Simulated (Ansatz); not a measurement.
# CH12O12Si3Sn: a ladder of functionals and wavefunction methods

One table from this session's results is given with a row withheld; the runs are named, their logs left out.

The runs use Ansatz 0.2.0, Gaussian basis; functionals in def2-TZVPP, the program's frozen cores in correlated methods.

Levels to be run: LDA (SPW92), PBE-D4, revPBE-D4, BLYP-D4, r2SCAN-D4, B97M-V, PBE0-D4, B3LYP-D4, r2SCANh-D4, r2SCAN0-D4, HSE06-D4, BHLYP-D4, CAM-B3LYP-D4, LC-ωPBE, ωB97X-V, ωB97M-V, B2PLYP, PBE-QIDH; CCSD(T)/def2-SVP; MP2/def2-TZVPP; MP2/def2-QZVPP; RPA on PBE.

## The geometry

The geometry comes from an earlier relaxation with PBE0-D4 in a triple-zeta def2 set; it is a stationary point, not always the lowest conformer. Sn takes the def2 core potential; no spin-orbit term is included.

SMILES `[CH3][Sn]([O][Si](O)(O)O)([O][Si](O)(O)O)[O][Si](O)(O)O`, 29 atoms, charge 0, spin multiplicity 1.

Atoms are counted from 1 here; the program's logs count them from 0.

Bond lengths: C1–Sn2 2.097 Å, C1–H18 1.088 Å, C1–H19 1.088 Å, C1–H20 1.088 Å, Sn2–O3 1.969 Å, Sn2–O8 1.958 Å, Sn2–O13 1.948 Å, O3–Si4 1.629 Å, Si4–O5 1.626 Å, Si4–O6 1.646 Å, Si4–O7 1.624 Å, O5–H21 0.958 Å, O6–H22 0.958 Å, O7–H23 0.971 Å, O8–Si9 1.614 Å, Si9–O10 1.654 Å, Si9–O11 1.620 Å, Si9–O12 1.646 Å and more. Angles: Sn2–C1–H18 107.8°, Sn2–C1–H19 108.4°, Sn2–C1–H20 108.5°, H18–C1–H19 111.0°, H18–C1–H20 109.9°, H19–C1–H20 111.1°, C1–Sn2–O3 121.1°, C1–Sn2–O8 116.6°, C1–Sn2–O13 113.7°, O3–Sn2–O8 97.8°, O3–Sn2–O13 100.4°, O8–Sn2–O13 104.4°, Sn2–O3–Si4 120.6°, O3–Si4–O5 112.7°, O3–Si4–O6 101.7°, O3–Si4–O7 112.8°, O5–Si4–O6 109.4°, O5–Si4–O7 106.6° and more.

The first run:

in.yaml

```yaml
crystal:
  periodic: [false, false, false]
  atoms:
    - {symbol: C, position_ang: [-3.215704, 0.062345, 0.323639]}
    - {symbol: Sn, position_ang: [-1.121005, 0.138538, 0.376876]}
    - {symbol: O, position_ang: [-0.158197, 1.843139, 0.161810]}
    - {symbol: Si, position_ang: [-0.362091, 2.747377, -1.178298]}
    - {symbol: O, position_ang: [-0.478522, 4.336141, -0.852634]}
    - {symbol: O, position_ang: [-1.808781, 2.195013, -1.737179]}
    - {symbol: O, position_ang: [0.851795, 2.578663, -2.243161]}
    - {symbol: O, position_ang: [-0.172196, -0.879716, -1.000323]}
    - {symbol: Si, position_ang: [1.422064, -0.849124, -1.249839]}
    - {symbol: O, position_ang: [2.169875, 0.017307, -0.055714]}
    - {symbol: O, position_ang: [2.137012, -2.302067, -1.289447]}
    - {symbol: O, position_ang: [1.651184, -0.124827, -2.710051]}
    - {symbol: O, position_ang: [-0.357863, -0.488419, 2.055932]}
    - {symbol: Si, position_ang: [0.288792, -1.927386, 2.422166]}
    - {symbol: O, position_ang: [0.345321, -2.203945, 4.029047]}
    - {symbol: O, position_ang: [-0.703220, -3.055997, 1.777369]}
    - {symbol: O, position_ang: [1.803643, -2.035342, 1.803899]}
    - {symbol: H, position_ang: [-3.512110, -0.241479, -0.678126]}
    - {symbol: H, position_ang: [-3.553080, -0.658812, 1.065635]}
    - {symbol: H, position_ang: [-3.603773, 1.055769, 0.539209]}
    - {symbol: H, position_ang: [0.314760, 4.855880, -0.987566]}
    - {symbol: H, position_ang: [-2.104115, 2.500154, -2.595793]}
    - {symbol: H, position_ang: [1.117417, 1.687615, -2.523789]}
    - {symbol: H, position_ang: [1.765765, 0.872340, 0.146392]}
    - {symbol: H, position_ang: [2.146756, -2.770174, -0.447454]}
    - {symbol: H, position_ang: [2.509751, -0.261365, -3.116102]}
    - {symbol: H, position_ang: [1.138972, -1.915650, 4.481204]}
    - {symbol: H, position_ang: [-0.632998, -3.949823, 2.113304]}
    - {symbol: H, position_ang: [2.120537, -1.226173, 1.368995]}
basis:
  gaussian: {orbitals: def2-TZVPP}
hamiltonian: {xc: lda}
output: {orbitals: {seedname: orbitals}}
```

Run with:

```bash
$ ansatz run in.yaml --threads 11 --pin off --events-out ev --progress --plain --max-ram 110592MiB --backend cuda --devices 0, --max-vram 75GiB
```

Among the steps run: LDA; PBE-D4 (GGA); revPBE-D4 (GGA); BLYP-D4 (GGA); r2SCAN-D4 (meta-GGA); B97M-V (meta-GGA); B3LYP-D4 (hybrid); r2SCANh-D4 (hybrid); r2SCAN0-D4 (hybrid); HSE06-D4 (hybrid); BHLYP-D4 (hybrid); CAM-B3LYP-D4 (range-separated); LC-ωPBE (range-separated); ωB97X-V (range-separated); ωB97M-V (range-separated); B2PLYP (double hybrid); PBE-QIDH (double hybrid).

One of the session's tables, all rows but one given; the rest of the session is left out.

It belongs to the step «Orbital energies across the functionals». 

| functional | HOMO (eV) | gap (eV) |
| --- | --- | --- |
| LDA (SPW92) | -7.29 | 5.01 |
| PBE-D4 | -7.06 | 5.10 |
| revPBE-D4 | ? | ? |
| BLYP-D4 | -6.96 | 5.06 |
| r2SCAN-D4 | -7.47 | 5.83 |
| B97M-V | -7.56 | 5.83 |
| PBE0-D4 | -8.78 | 7.81 |
| B3LYP-D4 | -8.51 | 7.21 |
| r2SCANh-D4 | -8.11 | 6.82 |
| r2SCAN0-D4 | -9.07 | 8.30 |
| HSE06-D4 | -8.38 | 7.03 |
| BHLYP-D4 | -10.35 | 10.30 |
| CAM-B3LYP-D4 | -10.27 | 10.25 |
| LC-ωPBE | -11.63 | 12.95 |
| ωB97X-V | -11.28 | 12.37 |
| ωB97M-V | -11.20 | 12.02 |

**Question.** Estimate the row for revPBE-D4.

The run gave: HOMO (eV): -6.97; gap (eV): 5.15. In the column «HOMO (eV)» it lies between PBE-D4 (-7.06) and BLYP-D4 (-6.96).
